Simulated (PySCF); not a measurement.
# C7H7NO (4-aminobenzaldehyde): the cost of one run

Computed with PySCF 2.14.0 and routines of our own; the level stands in each step. Atoms count from 0.

## 1. The starting structure

16 atoms, charge 0, multiplicity 1; geometry from: GFN2-xTB.

## 2. Relaxing the molecule at PBE0-D3(BJ)/def2-SVP

Job settings and geometry (Å):

```
{"job": {"xc": "PBE0", "basis": "def2-SVP", "d3": "d3bj", "grid": 2, "kind": "geom"}, "charge": 0, "multiplicity": 1}
N      2.769127    -0.362287     0.043795
C      1.416926    -0.177989    -0.000231
C      0.565867    -1.225208    -0.377107
C     -0.798063    -1.055086    -0.363771
C     -1.362005     0.163368     0.024373
C     -2.805803     0.348722     0.047019
O     -3.384212     1.361770     0.363929
C     -0.509857     1.209289     0.396898
C      0.853081     1.045633     0.385030
H      3.357573     0.448986     0.120659
H      3.160419    -1.161381    -0.424013
H      0.996585    -2.170057    -0.677052
H     -1.444531    -1.869976    -0.657161
H     -3.375481    -0.552964    -0.261379
H     -0.952020     2.148875     0.691791
H      1.504795     1.857246     0.675809
```

Started as:

```sh
$ OMP_NUM_THREADS=1 python excited_run.py task.json out
```

One launch serves the whole session: the jobs run in the order shown.

**Question.** How long does this first job take on 1 thread of Arm Neoverse V1, shared host, and how much memory does it need?

About 70 s, with a peak of 0.85 GiB.
